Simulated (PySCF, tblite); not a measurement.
# C₂₄H₃₆O₉S₃: electronic excitations, NMR shifts

Aim: compute the electronic excitations, NMR shifts of C₂₄H₃₆O₉S₃ (`O=S(=O)(Oc1cccc(OS(=O)(=O)C2CCCCC2)c1OS(=O)(=O)C1CCCCC1)C1CCCCC1`).

Computed with tblite 0.8.0 and PySCF 2.14.0 and routines of our own; the level stands in each step. Atoms count from 0.

## 1. The system as given

72 atoms, charge 0, multiplicity 1; geometry from: force field, distance geometry or constructed start.

## 2. Relaxing the molecule with GFN2-xTB

What the job is given:

```
{"job": {"kind": "relax", "xc": "GFN2-xTB", "basis": "xTB"}, "charge": 0, "multiplicity": 1}
O     -1.725800    -1.292300     0.928100
S     -2.882500    -1.101600     0.056700
O     -3.345700    -2.172800    -0.795900
O     -2.660100     0.244000    -0.845400
C     -1.661800     0.241800    -1.770000
C     -2.019800     0.019400    -3.106800
C     -1.042700     0.073500    -4.103900
C      0.286000     0.352100    -3.763800
C      0.638900     0.562400    -2.431500
O      1.947800     0.862400    -2.178900
S      2.833100    -0.151100    -1.250700
O      2.480500    -1.524700    -1.543700
O      2.826300     0.359600     0.115400
C      4.447600     0.231300    -1.971900
C      5.579800    -0.434100    -1.187800
C      5.761700    -1.916200    -1.519700
C      5.913400    -2.134000    -3.025700
C      4.745100    -1.543400    -3.805900
C      4.528000    -0.063700    -3.468700
C     -0.337500     0.545800    -1.430100
O      0.021000     0.784600    -0.134700
S     -0.384500     2.206400     0.549000
O     -1.765900     2.161300     0.986200
O      0.098500     3.281500    -0.289300
C      0.671600     2.100800     2.006800
C      0.469900     3.341100     2.884900
C      1.331700     3.282900     4.144400
C      1.072600     2.002300     4.936400
C      1.266500     0.761200     4.067700
C      0.414600     0.816600     2.807600
C     -4.238600    -0.482100     1.069900
C     -4.624700    -1.477600     2.173700
C     -5.495600    -2.630200     1.677500
C     -6.722100    -2.125900     0.938500
C     -6.346700    -1.196000    -0.218000
C     -5.457700    -0.042500     0.243100
H     -3.050100    -0.196200    -3.370700
H     -1.316400    -0.101200    -5.140700
H      1.037500     0.387100    -4.547200
H      4.535200     1.320500    -1.826000
H      6.518100     0.080900    -1.421100
H      5.438600    -0.334800    -0.104100
H      6.658100    -2.298700    -1.016000
H      4.916500    -2.497500    -1.151500
H      5.983400    -3.207000    -3.235100
H      6.847900    -1.677700    -3.372900
H      4.939500    -1.642800    -4.880100
H      3.835700    -2.110200    -3.597800
H      5.378600     0.499700    -3.880300
H      3.642400     0.298000    -3.996800
H      1.699500     2.091500     1.634000
H     -0.573100     3.441600     3.165600
H      0.729700     4.245500     2.316200
H      1.117300     4.150500     4.772300
H      2.392400     3.332400     3.871700
H      0.049100     2.019200     5.330200
H      1.754200     1.952900     5.795700
H      2.326000     0.677400     3.791300
H      1.009700    -0.135200     4.651100
H     -0.647600     0.752600     3.078300
H      0.627800    -0.065700     2.194800
H     -3.816500     0.404400     1.558500
H     -3.726800    -1.882300     2.661900
H     -5.179800    -0.933800     2.950600
H     -4.907000    -3.287900     1.029700
H     -5.816900    -3.236100     2.536100
H     -7.295800    -2.971800     0.548600
H     -7.376300    -1.591400     1.639900
H     -7.264600    -0.796900    -0.671600
H     -5.849400    -1.774800    -0.995200
H     -5.157600     0.544500    -0.620500
H     -6.070500     0.616600     0.874000
```

On the command line:

```console
$ OMP_NUM_THREADS=4 python large_run.py task.json out
```

The driver reads the jobs from task.json and runs them one after another.

Log:

```text
step      E/eV     max force
  0   -3162.87649    1.811
  1   -3163.07696    1.231
  2   -3163.17167    0.732
  3   -3163.22668    0.602
  4   -3163.24648    0.268
  5   -3163.27349    0.439
  6   -3163.29449    0.321
  7   -3163.31125    0.266
  8   -3163.32583    0.249
  9   -3163.33947    0.239
 10   -3163.35463    0.238
 11   -3163.37196    0.276
 12   -3163.38796    0.216
 13   -3163.40421    0.293
 14   -3163.42041    0.312
 15   -3163.43486    0.227
 16   -3163.44565    0.201
 17   -3163.45422    0.191
 18   -3163.46246    0.155
 19   -3163.47124    0.171
 20   -3163.47900    0.137
 21   -3163.48586    0.182
 22   -3163.49316    0.181
 23   -3163.50105    0.148
 24   -3163.50802    0.122
 25   -3163.51325    0.124
 26   -3163.51803    0.141
 27   -3163.52369    0.155
 28   -3163.53003    0.132
 29   -3163.53600    0.121
 30   -3163.54152    0.134
 31   -3163.54761    0.166
 32   -3163.55505    0.177
 33   -3163.56341    0.166
 34   -3163.57150    0.188
 35   -3163.57928    0.159
 36   -3163.58740    0.152
 37   -3163.59577    0.160
 38   -3163.60346    0.150
 39   -3163.61079    0.177
 40   -3163.61843    0.164
 41   -3163.62585    0.161
 42   -3163.63135    0.091
 43   -3163.63346    0.071
 44   -3163.63736    0.128
 45   -3163.63887    0.130
 46   -3163.64164    0.205
 47   -3163.64434    0.138
 48   -3163.64568    0.066
 49   -3163.64737    0.084
 50   -3163.64869    0.098
 51   -3163.64992    0.080
 52   -3163.65114    0.079
 53   -3163.65255    0.072
 54   -3163.65389    0.083
 55   -3163.65519    0.071
 56   -3163.65659    0.092
 57   -3163.65809    0.072
 58   -3163.65948    0.071
 59   -3163.66066    0.059
 60   -3163.66196    0.081
 61   -3163.66355    0.099
 62   -3163.66510    0.091
 63   -3163.66632    0.062
 64   -3163.66732    0.048
 65   -3163.66840    0.083
 66   -3163.66961    0.096
 67   -3163.67079    0.065
 68   -3163.67189    0.054
 69   -3163.67304    0.061
 70   -3163.67439    0.097
 71   -3163.67581    0.084
 72   -3163.67711    0.058
 73   -3163.67824    0.050
 74   -3163.67928    0.065
 75   -3163.68028    0.067
 76   -3163.68118    0.061
 77   -3163.68200    0.046
 78   -3163.68282    0.053
 79   -3163.68367    0.063
 80   -3163.68454    0.053
 81   -3163.68543    0.043
 82   -3163.68641    0.062
 83   -3163.68761    0.075
 84   -3163.68910    0.083
 85   -3163.69079    0.077
 86   -3163.69238    0.064
 87   -3163.69362    0.050
 88   -3163.69452    0.048
 89   -3163.69524    0.046
 90   -3163.69588    0.045
 91   -3163.69650    0.040
 92   -3163.69712    0.038
 93   -3163.69782    0.048
 94   -3163.69865    0.053
 95   -3163.69959    0.053
 96   -3163.70058    0.049
 97   -3163.70157    0.063
 98   -3163.70254    0.057
 99   -3163.70347    0.053
100   -3163.70429    0.042
101   -3163.70505    0.061
102   -3163.70578    0.069
103   -3163.70646    0.053
104   -3163.70707    0.036
105   -3163.70769    0.042
106   -3163.70843    0.049
107   -3163.70934    0.057
108   -3163.71034    0.054
109   -3163.71133    0.046
110   -3163.71235    0.047
111   -3163.71352    0.068
112   -3163.71476    0.071
113   -3163.71595    0.049
114   -3163.71690    0.048
115   -3163.71777    0.054
116   -3163.71860    0.065
117   -3163.71934    0.044
118   -3163.71993    0.042
119   -3163.72057    0.042
120   -3163.72145    0.073
121   -3163.72259    0.083
122   -3163.72374    0.057
123   -3163.72465    0.048
124   -3163.72538    0.048
125   -3163.72609    0.044
126   -3163.72679    0.044
127   -3163.72746    0.055
128   -3163.72814    0.058
129   -3163.72888    0.064
130   -3163.72958    0.052
131   -3163.73013    0.034
132   -3163.73052    0.038
133   -3163.73089    0.038
134   -3163.73131    0.035
135   -3163.73175    0.030
136   -3163.73214    0.036
137   -3163.73252    0.037
138   -3163.73292    0.035
139   -3163.73334    0.027
140   -3163.73374    0.031
141   -3163.73414    0.038
142   -3163.73454    0.033
143   -3163.73497    0.028
144   -3163.73541    0.037
145   -3163.73583    0.037
146   -3163.73625    0.038
147   -3163.73662    0.034
148   -3163.73696    0.031
149   -3163.73729    0.030
150   -3163.73768    0.043
151   -3163.73815    0.045
152   -3163.73874    0.050
153   -3163.73946    0.061
154   -3163.74039    0.060
155   -3163.74158    0.068
156   -3163.74301    0.067
157   -3163.74437    0.075
158   -3163.74559    0.065
159   -3163.74680    0.060
160   -3163.74797    0.055
161   -3163.74913    0.049
162   -3163.75009    0.060
163   -3163.75094    0.050
164   -3163.75178    0.044
165   -3163.75272    0.050
166   -3163.75357    0.044
167   -3163.75436    0.049
168   -3163.75507    0.044
169   -3163.75582    0.034
170   -3163.75654    0.045
171   -3163.75731    0.045
172   -3163.75806    0.037
173   -3163.75875    0.033
174   -3163.75934    0.035
175   -3163.75987    0.036
176   -3163.76036    0.033
177   -3163.76082    0.033
178   -3163.76125    0.032
179   -3163.76170    0.035
180   -3163.76224    0.044
181   -3163.76288    0.036
182   -3163.76340    0.032
183   -3163.76388    0.038
184   -3163.76433    0.037
185   -3163.76484    0.038
186   -3163.76534    0.035
187   -3163.76576    0.028
188   -3163.76612    0.025
189   -3163.76648    0.029
190   -3163.76686    0.030
191   -3163.76723    0.030
192   -3163.76756    0.037
193   -3163.76790    0.033
194   -3163.76827    0.027
195   -3163.76867    0.028
196   -3163.76903    0.028
197   -3163.76937    0.027
198   -3163.76974    0.024
199   -3163.77010    0.023
200   -3163.77041    0.023
201   -3163.77067    0.022
202   -3163.77093    0.025
203   -3163.77124    0.026
204   -3163.77157    0.024
205   -3163.77187    0.022
206   -3163.77213    0.025
207   -3163.77240    0.026
208   -3163.77273    0.025
209   -3163.77306    0.025
210   -3163.77335    0.021
211   -3163.77361    0.022
212   -3163.77387    0.025
213   -3163.77413    0.026
214   -3163.77437    0.026
215   -3163.77459    0.029
216   -3163.77482    0.022
217   -3163.77515    0.025
218   -3163.77539    0.027
219   -3163.77572    0.024
220   -3163.77602    0.025
221   -3163.77638    0.027
222   -3163.77675    0.029
223   -3163.77710    0.024
224   -3163.77736    0.020
```

Wall time 21 s (4 threads of Intel Xeon 6975P-C, shared host); peak memory 0.19 GiB.

Along the way:

```csv
step,energy from step 0 (eV),largest force (eV/Å)
0,0.0000,1.8110
1,-0.2005,1.2311
2,-0.2952,0.7319
3,-0.3502,0.6025
4,-0.3700,0.2686
5,-0.3970,0.4388
6,-0.4180,0.3213
7,-0.4348,0.2653
8,-0.4493,0.2487
27,-0.6472,0.1543
46,-0.7651,0.2056
65,-0.7919,0.0836
85,-0.8143,0.0766
104,-0.8306,0.0354
123,-0.8482,0.0480
142,-0.8580,0.0333
162,-0.8736,0.0605
181,-0.8864,0.0359
200,-0.8939,0.0233
220,-0.8995,0.0245
221,-0.8999,0.0272
222,-0.9003,0.0285
223,-0.9006,0.0237
224,-0.9009,0.0193
```

Distances of close pairs at the start and the end, largest changes first:

```
   bond  before (Å)  after (Å)  change (Å)
  O0–S1       1.461      1.426      -0.034
S10–O12       1.458      1.432      -0.027
S10–O11       1.448      1.425      -0.023
C30–C35       1.537      1.516      -0.021
C24–C29       1.535      1.514      -0.021
C30–C31       1.536      1.517      -0.018
S10–C13       1.809      1.826      +0.017
  S1–O3       1.635      1.652      +0.017
```

The final coordinates are the input of the step that follows.

## 3. Electronic excitations: TDA CAM-B3LYP/def2-SVP

What the job is given:

```
{"job": {"kind": "uv", "basis": "def2-SVP", "grid": 1, "kgrid": 0, "vcut": 1.5, "nstates": 6, "ntriplets": 2, "tda": true, "delta": ["ip_vertical"], "pop": true, "xc": "CAM-B3LYP"}, "charge": 0, "multiplicity": 1}
O     -1.499390    -0.946126     0.667386
S     -2.663470    -0.792277    -0.142450
O     -2.947106    -1.886643    -1.027952
O     -2.607406     0.539907    -1.117301
C     -1.650688     0.633308    -2.081902
C     -1.993740     0.530967    -3.424169
C     -1.024216     0.688886    -4.397570
C      0.290506     0.940754    -4.046606
C      0.638952     1.044048    -2.706660
O      1.929596     1.326065    -2.353351
S      2.691550     0.435413    -1.206704
O      2.033824    -0.820095    -1.060220
O      2.919279     1.234735    -0.040636
C      4.280395     0.340952    -2.102322
C      5.343618    -0.199171    -1.161177
C      5.124129    -1.684022    -0.883489
C      5.100466    -2.468339    -2.192039
C      3.963288    -1.964128    -3.074966
C      4.132404    -0.475766    -3.372571
C     -0.324832     0.868322    -1.713220
O      0.057968     0.936314    -0.408585
S     -0.528270     2.083230     0.602602
O     -1.850330     1.798293     1.084389
O     -0.389946     3.337034    -0.079429
C      0.669819     1.875678     1.925947
C      0.550547     3.082517     2.839246
C      1.463818     2.903353     4.052463
C      1.123196     1.609853     4.787524
C      1.250554     0.410116     3.851825
C      0.336534     0.583009     2.639947
C     -4.066452    -0.224229     0.860544
C     -4.127121    -1.093197     2.103099
C     -4.585683    -2.505118     1.747936
C     -5.945995    -2.456321     1.057928
C     -5.840337    -1.651623    -0.234010
C     -5.346618    -0.233096     0.048635
H     -3.022174     0.334308    -3.681467
H     -1.293337     0.610566    -5.439397
H      1.049973     1.082415    -4.799165
H      4.455031     1.393715    -2.324291
H      6.328151    -0.053571    -1.616507
H      5.308830     0.368891    -0.230392
H      5.921114    -2.054428    -0.236046
H      4.171428    -1.813594    -0.369230
H      4.959450    -3.529364    -1.984454
H      6.056466    -2.351124    -2.709792
H      3.939744    -2.518557    -4.014949
H      3.016451    -2.119889    -2.559628
H      5.027632    -0.326590    -3.984675
H      3.273095    -0.109503    -3.936155
H      1.635152     1.827997     1.425636
H     -0.488941     3.173866     3.165021
H      0.811365     3.986289     2.286622
H      1.354786     3.756135     4.724892
H      2.501251     2.865398     3.716219
H      0.099261     1.667438     5.162446
H      1.789632     1.484483     5.643337
H      2.283633     0.320272     3.510984
H      0.985989    -0.505659     4.382542
H     -0.708003     0.622406     2.956898
H      0.434048    -0.251303     1.945265
H     -3.737610     0.786408     1.096498
H     -3.133496    -1.118872     2.551353
H     -4.822995    -0.646200     2.819103
H     -3.854748    -2.952116     1.072319
H     -4.641204    -3.114481     2.652168
H     -6.285928    -3.467928     0.831297
H     -6.680070    -1.995578     1.724653
H     -6.812890    -1.602922    -0.728890
H     -5.135454    -2.144502    -0.902127
H     -5.172540     0.297269    -0.888234
H     -6.110166     0.311641     0.612341
```

Method: TDA CAM-B3LYP/def2-SVP, vertical, gas phase, core orbitals frozen in the response, virtual orbitals cut by energy.

Log:

```text
start: PBE on a coarse grid of 58533 points
cycle   1  E = -2801.9757754915  dE =  7.289e+00  |g| = 2.370e+00  |ddm| = 1.059e+01
cycle   2  E = -2797.2216578342  dE =  4.754e+00  |g| = 5.404e+00  |ddm| = 9.114e+00
cycle   3  E = -2802.8913435384  dE = -5.670e+00  |g| = 1.008e+00  |ddm| = 7.390e+00
cycle   4  E = -2803.0884010271  dE = -1.971e-01  |g| = 4.108e-01  |ddm| = 1.702e+00
cycle   5  E = -2803.1157375303  dE = -2.734e-02  |g| = 1.723e-01  |ddm| = 5.434e-01
cycle   6  E = -2803.1219470735  dE = -6.210e-03  |g| = 6.688e-02  |ddm| = 2.592e-01
cycle   7  E = -2803.1229464969  dE = -9.994e-04  |g| = 2.302e-02  |ddm| = 1.056e-01
cycle   8  E = -2803.1230458469  dE = -9.935e-05  |g| = 7.709e-03  |ddm| = 3.365e-02
final grid: 247517 points
cycle   9  E = -2805.3251670195  dE = -2.735e-02  |g| = 1.870e-01  |ddm| = 9.131e-01
cycle  10  E = -2805.3214768787  dE =  3.690e-03  |g| = 2.362e-01  |ddm| = 3.923e-01
cycle  11  E = -2805.3316936135  dE = -1.022e-02  |g| = 2.031e-02  |ddm| = 2.338e-01
cycle  12  E = -2805.3317503513  dE = -5.674e-05  |g| = 1.263e-02  |ddm| = 3.084e-02
cycle  13  E = -2805.3317807925  dE = -3.044e-05  |g| = 2.390e-03  |ddm| = 1.478e-02
cycle  14  E = -2805.3317814062  dE = -6.136e-07  |g| = 5.461e-04  |ddm| = 3.517e-03
cycle  15  E = -2805.3317839834  dE = -2.577e-06  |g| = 2.909e-04  |ddm| = 1.058e-03
cycle  16  E = -2805.3317832785  dE =  7.048e-07  |g| = 1.050e-04  |ddm| = 7.096e-04
cycle  17  E = -2805.3317849754  dE = -1.697e-06  |g| = 3.031e-05  |ddm| = 3.363e-04
converged SCF energy = -2805.3317849754
Vertical ionisation energy (delta-SCF) = 8.8073 eV   <S^2> = 0.766

Static polarisability (au): isotropic 312.243, principal 250.746 337.737 348.247

Singlet excitations
state   eV       nm        f      main configurations
  1   5.3512    231.7   0.00065   H-1->L 0.39, H->L+1 0.36, H->L 0.12
  2   6.0193    206.0   0.03300   H->L 0.51, H-1->L+1 0.23, H->L+1 0.12
  3   6.7938    182.5   0.82101   H-1->L+1 0.26, H->L+1 0.19, H->L 0.15
  4   6.9135    179.3   0.41774   H-1->L+1 0.23, H-5->L 0.18, H-1->L 0.10
  5   7.0793    175.1   0.34323   H-2->L 0.44, H-1->L 0.12, H->L+1 0.11
  6   7.2228    171.7   0.17991   H-3->L 0.42, H-2->L 0.12

Triplet excitations (Tamm-Dancoff, eV): 3.9684 4.6671
```

Run time: 4.9 min. Hardware: 4 threads of Intel Xeon 6975P-C, shared host; peak memory 3.2 GiB.

Frontier orbitals and where they lie:

```csv
orbital,eV,atoms
HOMO−4,-9.72,"O2 24 %, O0 7 %, S1 6 %"
HOMO−3,-9.53,"O23 32 %, O22 20 %, S21 4 %"
HOMO−2,-9.49,"O2 29 %, O0 24 %, O22 12 %"
HOMO−1,-8.56,"C5 26 %, C8 19 %, C7 18 %"
HOMO,-8.46,"C19 24 %, C6 19 %, C4 12 %"
LUMO,0.35,"C4 23 %, C7 22 %, C6 16 %"
LUMO+1,0.47,"C8 26 %, C5 25 %, C19 11 %"
LUMO+2,2.11,"H40 11 %, H48 9 %, S10 8 %"
LUMO+3,2.20,"S21 6 %, S10 6 %, H39 5 %"
```

With each of the 6 states as a Gaussian band of 0.4 eV half-width at 1/e, the curve within the window shown has maxima at 180 nm (ε 63,000) L/(mol cm). Beyond the last state computed it falls off for lack of states. The curve at chosen wavelengths:

```json
{"nm": "165", "ε (L/mol/cm)": "11077"}
{"nm": "169", "ε (L/mol/cm)": "25882"}
{"nm": "173", "ε (L/mol/cm)": "44793"}
{"nm": "177", "ε (L/mol/cm)": "59622"}
{"nm": "180", "ε (L/mol/cm)": "63033"}
{"nm": "184", "ε (L/mol/cm)": "55643"}
{"nm": "188", "ε (L/mol/cm)": "39741"}
{"nm": "192", "ε (L/mol/cm)": "23506"}
{"nm": "196", "ε (L/mol/cm)": "11999"}
{"nm": "200", "ε (L/mol/cm)": "5750"}
{"nm": "203", "ε (L/mol/cm)": "3458"}
{"nm": "207", "ε (L/mol/cm)": "2046"}
{"nm": "211", "ε (L/mol/cm)": "1397"}
{"nm": "215", "ε (L/mol/cm)": "974"}
{"nm": "219", "ε (L/mol/cm)": "640"}
{"nm": "223", "ε (L/mol/cm)": "390"}
{"nm": "226", "ε (L/mol/cm)": "257"}
{"nm": "230", "ε (L/mol/cm)": "143"}
{"nm": "234", "ε (L/mol/cm)": "80"}
{"nm": "238", "ε (L/mol/cm)": "46"}
{"nm": "242", "ε (L/mol/cm)": "28"}
{"nm": "246", "ε (L/mol/cm)": "18"}
{"nm": "249", "ε (L/mol/cm)": "13"}
{"nm": "253", "ε (L/mol/cm)": "8"}
{"nm": "257", "ε (L/mol/cm)": "5"}
{"nm": "261", "ε (L/mol/cm)": "3"}
```

Leading natural transition orbitals of singlet state 3: the hole lies on C8 18 %; O9 17 %; C5 15 %; the particle on C8, C19 about 17 % each; C5 12 %; S10 9 %.

Leading natural transition orbitals of singlet state 1: the hole lies on 4 C atoms about 19 % each; O9, O20 about 6 % each; the particle on C4, C7 about 23 % each; C5, C6, C19 about 8 % each; C8 7 %.

Further results of this job:

```
           property  computed
  dipole moment (D)      2.67
polarisability (Å³)     46.27
 HOMO–LUMO gap (eV)      8.81
      −ε(HOMO) (eV)      8.46
```

The fields below are evaluated on a grid from the run's orbitals.

Frontier orbitals at CAM-B3LYP/def2-SVP, with the share of their density that lies nearest to each atom:

| orbital | energy (eV) | lies on |
| --- | --- | --- |
| HOMO | -8.46 | C19 23 %; C6 17 %; C4 12 % |
| LUMO | 0.35 | C4, C7 about 19 % each; C6, C19 about 14 % each |

ELF in a plane through or near 11 of the atoms.

Values, 10 rows by 14 columns:
```
0.00 0.00 0.00 0.00 0.00 0.00 0.00 0.00 0.00 0.00 0.00 0.00 0.00 0.00
0.00 0.00 0.00 0.00 0.00 0.00 0.00 0.00 0.00 0.00 0.00 0.00 0.00 0.00
0.00 0.00 0.00 0.00 0.00 0.02 0.30 0.17 0.52 0.00 0.00 0.00 0.00 0.00
0.00 0.00 0.06 0.07 0.44 0.41 0.54 0.57 0.34 0.00 0.74 0.01 0.00 0.00
0.00 0.00 0.00 0.22 0.08 0.59 0.83 0.69 0.70 0.38 0.77 0.92 0.06 0.00
0.00 0.00 0.00 0.54 0.07 0.28 0.48 0.66 0.74 0.11 0.49 0.04 0.00 0.00
0.00 0.00 0.00 0.00 0.09 0.14 0.84 0.75 0.32 0.10 0.00 0.00 0.00 0.00
0.00 0.00 0.00 0.00 0.00 0.07 0.21 0.45 0.96 0.00 0.00 0.00 0.00 0.00
0.00 0.00 0.00 0.00 0.00 0.24 0.45 0.98 0.00 0.00 0.00 0.00 0.00 0.00
0.00 0.00 0.00 0.00 0.00 0.00 0.00 0.01 0.00 0.00 0.00 0.00 0.00 0.00
```
The map spans 19.1 Å across and 17.3 Å up, centred on the molecule. Atoms in the plane (x, y in Å): O3 (2.1, 1.5), C4 (0.9, 2.1), C8 (-1.5, 1.9), O9 (-2.6, 1.1), C19 (-0.3, 1.3), S21 (0.6, -1.1), O22 (2.0, -1.1), C25 (0.2, -3.8), H39 (-5.0, 0.4), H53 (0.0, -5.9), H70 (4.6, 2.1).

On the surface of density 0.002 e/bohr³ the electrostatic potential runs, from the 1st to the 99th percentile, from -1.76 V near O23 to 1.06 V near H38.

[end of part 1 of 2]
